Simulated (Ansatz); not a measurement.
**NbSi: pressure up to the limit of the methods**

An exercise on one series of results from a longer session: the logs are not shown, and one member is left open.

Method: DFT, LDA, PAW with Ansatz's default frozen-core files, scalar-relativistic, in Ansatz 0.2.0.

3 further runs of the same task are left out: 3 that didn't finish. Runs told in other sessions of the task aren't counted.

## Starting point

It takes space group Pm-3m (No. 221, cubic). Conventional cell: a = 2.972 Å, b = 2.972 Å, c = 2.972 Å, α = 90.00°, β = 90.00°, γ = 90.00°. Around Nb (site symmetry m-3m) lie 8 Si at 2.57 Å. Around Si (site symmetry m-3m) lie 8 Nb at 2.57 Å.

As a file:

```
CELL_PARAMETERS angstrom
2.97247 0.00000 0.00000
0.00000 2.97247 0.00000
0.00000 0.00000 2.97247
ATOMIC_POSITIONS crystal
Nb 0.00000 0.00000 0.00000
Si 0.50000 0.50000 0.50000
```

Whether this phase is the stable one at these pressures isn't tested.

Atoms are numbered in the order of the input: Nb1, Si2.

The first run:

Contents of input.yaml:

```yaml
crystal:
  lattice:
    - [2.9724696115, 0.0, 0.0]
    - [0.0, 2.9724696115, 0.0]
    - [0.0, 0.0, 2.9724696115]
  atoms:
    - { symbol: Nb, position: [0.0, 0.0, 0.0] }
    - { symbol: Si, position: [0.5, 0.5, 0.5] }
kpoints:
  mp_grid: { grid: [14, 14, 14] }
scf:
  occupations: { method: fermi_dirac, width: 0.1 }
hamiltonian:
  xc: lda
  pseudopotentials: { kind: paw }
output:
  forces: true
  stress: true
relax:
  f_tol: 0.005
  max_steps: 40
  cell: {}
```

Started as:

```
$ ansatz run input.yaml --threads 1 --pin off --max-ram 2048MiB --backend cpu --events-out ev --progress --plain --runs-dir out
```

Among the steps run: Cell relaxed at zero pressure, PAW; Volume scaled by 1, PAW; Volume scaled by 0.9, PAW; Volume scaled by 0.8, PAW; Volume scaled by 0.7, PAW; Volume scaled by 0.6, PAW; Volume scaled by 0.5, PAW; Volume scaled by 0.4, PAW; Volume scaled by 0.4, PAW (cutoff 600 eV).

One table of the session follows, with a row left open; its other results are not shown here.

```
             method  volume over the first  volume (Å³/atom)  pressure (GPa)
                PAW                      1            15.040            0.00
                PAW                    0.9            13.536           24.56
                PAW                    0.8            12.032           65.68
                PAW                    0.7            10.528          135.69
                PAW                    0.6             9.024          260.33
                PAW                    0.5                 ?               ?
                PAW                    0.4             6.016          968.29
PAW (cutoff 600 eV)                    0.4             6.016          968.22
```

Estimate the missing values for PAW, 0.5.

**Answer.** volume (Å³/atom): 7.520; pressure (GPa): 492.98. In the column «volume (Å³/atom)» it lies between PAW (cutoff 600 eV), 0.4 (6.016) and PAW, 0.6 (9.024).

Limits of these values: At pressures up to 968 GPa the PAW spheres may overlap and frozen cores may not hold, so those PAW values are rough without an all-electron check.
